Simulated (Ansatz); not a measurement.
# GaAsH+ (triplet): wave-function methods side by side, cc-pVDZ

How much of the correlation energy of GaAsH+ (triplet) does each wave-function method recover here?

Program: Ansatz 0.2.0, Gaussian basis. Level of theory: cc-pVDZ, core rule «outside noble gas», up to 28 orbitals frozen. These are calculated values, not measurements.

To be run: UHF; CCSD(T) on ROHF; CCSD(T) on UHF; BCCD(T) on ROHF; CISD; CCSDT(Q) on ROHF; CCSDT(Q) on UHF; CISDTQ; CCSDTQ on ROHF; CCSDTQ on UHF.

13 further runs of the same task are left out: 8 for a known fault of the program, 5 set aside as unsound or not needed.

## Step 1: The geometry

The geometry is a PBE0/def2-TZVP stationary point (not a proven minimum) of the parent state, kept for this charge and spin. No spin-orbit coupling is included. The filled d shell of Ga, As may be among the frozen orbitals whatever the setting's name suggests; the logs give the count.

3 atoms, charge 1, spin multiplicity 3.

Atoms are counted from 1 here; the program's logs count them from 0.

Bond lengths: Ga1–As2 2.222 Å, Ga1–H3 1.556 Å. Angles: As2–Ga1–H3 180.0°.

As a file:

```xyz
3

Ga    0.00000    0.00000    0.22220
As    0.00000    0.00000   -2.00020
H     0.00000    0.00000    1.77800
```

## Step 2: UHF

in.yaml

```yaml
crystal:
  periodic: [false, false, false]
  atoms:
    - {symbol: Ga, position_ang: [0.000000, 0.000000, 0.222200]}
    - {symbol: As, position_ang: [0.000000, 0.000000, -2.000200]}
    - {symbol: H, position_ang: [0.000000, 0.000000, 1.778000]}
basis:
  gaussian: {orbitals: cc-pVDZ}
total_charge: 1
magnetization: {spin_polarized: true, initial_magnetization: 2}
hamiltonian: {xc: hf}
output: {orbitals: {seedname: orbitals}}
```

Command:

```console
> ansatz run in.yaml --threads 1 --pin off --events-out ev --progress --plain --max-ram 4096MiB --backend cpu
```

Further steps of the session: CCSD(T) on ROHF; CCSD(T) on UHF; BCCD(T) on ROHF; CISD; CCSDT(Q) on ROHF; CCSDT(Q) on UHF; CISDTQ; CCSDTQ on ROHF; CCSDTQ on UHF.

Q: Predict the results of all the runs planned. Wanted: UCCSDTQ from the RHF energy; RMP2 from UCCSDTQ; UMP2 from UCCSDTQ; RCCSD from UCCSDTQ; RCCSD(T) from UCCSDTQ; UCCSD(T) from UCCSDTQ; RCCSDT(Q) from UCCSDTQ; UCCSDT(Q) from UCCSDTQ; T1 diagnostic.

The runs gave:

```
                         quantity                                                                       value
      UCCSDTQ from the ROHF energy                                                                  -3.8100 eV
                RMP2 from UCCSDTQ                                                                +82.7 kJ/mol
                UMP2 from UCCSDTQ                                                                +84.1 kJ/mol
               RCCSD from UCCSDTQ                                                                +13.3 kJ/mol
            RCCSD(T) from UCCSDTQ                                                                 +3.7 kJ/mol
            UCCSD(T) from UCCSDTQ                                                                 +3.0 kJ/mol
           RCCSDT(Q) from UCCSDTQ                                                                 +0.8 kJ/mol
           UCCSDT(Q) from UCCSDTQ                                                                 +0.1 kJ/mol
levels within 1 kcal/mol (43 meV)  RCCSD(T), UCCSD(T), BCCD(T), RCCSDT, UCCSDT, RCCSDT(Q), UCCSDT(Q), RCCSDTQ
                    T1 diagnostic                                                                       0.020
```

In words: RCCSD(T) misses by +3.7 kJ/mol, 1.0 % of the correlation energy. These misses are within one basis, not against nature; the frozen cores of restricted and unrestricted runs differ, which can shift their rows.
